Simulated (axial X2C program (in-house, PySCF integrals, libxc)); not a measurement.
**Ga₂⁺: EOM-IP-CCSD levels**

Wanted for Ga₂⁺: EOM-IP-CCSD levels, at the two-component level.

The runs use an in-house X2C program for linear molecules on PySCF integrals; two-component X2C with atomic mean-field terms, Ga dyall-cv3z.

All values are calculated.

### 1 Input

File task.json:

```json
{
 "zs": [
  31,
  31
 ],
 "q": 1,
 "bas": [
  "dyall-cv3z",
  "dyall-cv3z"
 ],
 "r0": 2.48,
 "eom": "ip",
 "rq": 0,
 "thr": -1.0,
 "nmax": 95,
 "grid": [
  1,
  0.96,
  1.045,
  0.92,
  1.09,
  1.15
 ]
}
```

Keys: zs atomic numbers; q charge; bas basis sets; r0 starting distance in Å; eom kind of EOM run; thr threshold in hartree for freezing inner shells (an s shell follows its p shell); nmax most natural virtual spinors; grid distances as factors.

On the command line:

```console
$ python soeom.py task.json out
```

Nuclei are Gaussian, cores are contracted, and the Gaunt term is on.

### 2 EOM-IP-CCSD at 2.438 Å

Reference: the closed shell Ga₂; 6 electrons correlated, 94 virtual spinors; roots sought by Ω: 1/2: 4, 3/2: 3, 5/2: 1.

Output:

```text
two-component X2C + atomic mean field  HF
basis functions 216  fitting functions 1250  grid points 5800
iter        total energy     max residual
   1      -3882.293012548     1.60e+00
   2      -3883.195172298     1.23e-01
   3      -3883.237272808     2.35e-02
   4      -3883.238734759     1.35e-02
   5      -3883.239321091     3.20e-03
   6      -3883.239337741     5.08e-04
   7      -3883.239338672     1.54e-04
   8      -3883.239338780     4.14e-05
   9      -3883.239338788     8.63e-06
  10      -3883.239338788     1.87e-06
converged
one-electron -5831.30850995  Coulomb 1889.75092582  exact exchange -148.98171433  xc functional 0.00000000  nuclear repulsion 208.58872014  atomic mean-field constant -1.28876047
correlated 6  virtual 322  natural virtual 94  E(MP2) -0.111595244  MP2 remainder -0.002374121
iter   CCSD correlation   residual
   1     -0.123961554   1.54e-01
   2     -0.131918779   8.59e-02
   3     -0.133493454   4.87e-02
   4     -0.134640839   3.39e-02
   5     -0.134960519   1.98e-02
   6     -0.135032460   8.66e-03
   7     -0.135154611   4.85e-03
   8     -0.135111585   2.90e-03
   9     -0.135127512   1.49e-03
  10     -0.135132300   6.00e-04
  11     -0.135138774   1.76e-04
  12     -0.135138591   6.82e-05
  13     -0.135139325   3.18e-05
  14     -0.135139221   1.11e-05
  15     -0.135139194   4.59e-06
  16     -0.135139208   2.13e-06
(T) -0.009623905  T1 0.0289  D1 0.0356  max T2 0.259
EOM-IP-CCSD roots
2*Omega      energy/Eh   energy/eV  one-particle weight
    1       0.27401987      7.4565      0.000
    1       0.28021712      7.6251      0.000
    1       0.36232694      9.8594      0.823
    1       0.39569702     10.7675      0.000
    3       0.23153124      6.3003      0.966
    3       0.37639073     10.2421      0.000
    3       0.38638565     10.5141      0.000
    5       0.37438738     10.1876      0.000
```

T1 in the output is the amplitude norm over the root of the electron number; divide by √2 for the Lee–Taylor value.

| Ω | vertical IE (eV) | above lowest (cm⁻¹) | spinor | weight |
| --- | --- | --- | --- | --- |
| 3/2 | 6.300 | 0 | 94% Ga pπ | 0.97 |
| 1/2 | 9.859 | 28710 | 64% Ga sσ, 15% Ga pσ | 0.82 |

Run time: 12 s. Hardware: 1 thread of Intel Xeon Platinum 8488C (Sapphire Rapids), shared host; peak memory 0.48 GiB.

### 3 EOM-IP-CCSD at 2.341 Å

| Ω | vertical IE (eV) | above lowest (cm⁻¹) | spinor | weight |
| --- | --- | --- | --- | --- |
| 3/2 | 6.433 | 0 | 94% Ga pπ | 0.97 |
| 1/2 | 9.743 | 26700 | 60% Ga sσ, 17% Ga pσ | 0.83 |

Run time: 16 s. Hardware: 1 thread of Intel Xeon Platinum 8488C (Sapphire Rapids), shared host; peak memory 0.51 GiB.

### 4 EOM-IP-CCSD at 2.548 Å

```
  Ω  vertical IE (eV)  above lowest (cm⁻¹)                spinor  weight
3/2             6.166                    0             96% Ga pπ    0.97
1/2             9.982                30780  68% Ga sσ, 13% Ga pσ    0.81
```

Wall time 16 s (1 thread of Intel Xeon Platinum 8488C (Sapphire Rapids), shared host); peak memory 0.51 GiB.

### 5 EOM-IP-CCSD at 2.243 Å

```csv
Ω,vertical IE (eV),above lowest (cm⁻¹),spinor,weight
3/2,6.581,0,94% Ga pπ,0.96
1/2,9.623,24540,"56% Ga sσ, 19% Ga pσ",0.84
```

It took 17 s on 1 thread of Intel Xeon Platinum 8488C (Sapphire Rapids), shared host; peak memory 0.52 GiB.

### 6 EOM-IP-CCSD at 2.657 Å

| Ω | vertical IE (eV) | above lowest (cm⁻¹) | spinor | weight |
| --- | --- | --- | --- | --- |
| 3/2 | 6.046 | 0 | 96% Ga pπ | 0.97 |
| 1/2 | 10.093 | 32640 | 72% Ga sσ, 11% Ga pσ | 0.79 |

Run time: 16 s. Hardware: 1 thread of Intel Xeon Platinum 8488C (Sapphire Rapids), shared host; peak memory 0.52 GiB.

### 7 EOM-IP-CCSD at 2.804 Å

```
  Ω  vertical IE (eV)  above lowest (cm⁻¹)               spinor  weight
3/2             5.908                    0            96% Ga pπ    0.97
1/2            10.214                34730  76% Ga sσ, 9% Ga pσ    0.75
```

Run time: 16 s. Hardware: 1 thread of Intel Xeon Platinum 8488C (Sapphire Rapids), shared host; peak memory 0.52 GiB.

### 8 Results

| quantity | value |
| --- | --- |
| lowest root at 2.438 Å | Ω = 3/2, 6.300 eV |
| next root led by one particle | Ω = 1/2, about 28710 cm⁻¹ higher |
| T1 of the reference | 0.020 |

**Reading.** Removing an electron from the reference determinant of Ga₂ costs 6.30 eV and empties a spinor of 94% Ga pπ. The closed-shell reference lies 0.61 eV above the lowest determinant found, so these energies count from an excited configuration. Errors of 0.1 to 0.3 eV are usual at this size, and roots led by higher excitations are left out, so the list is incomplete, and low states of that kind can be missing. g and u states are not told apart. T1 or the largest double amplitude of the reference is raised, which lowers the reliability.
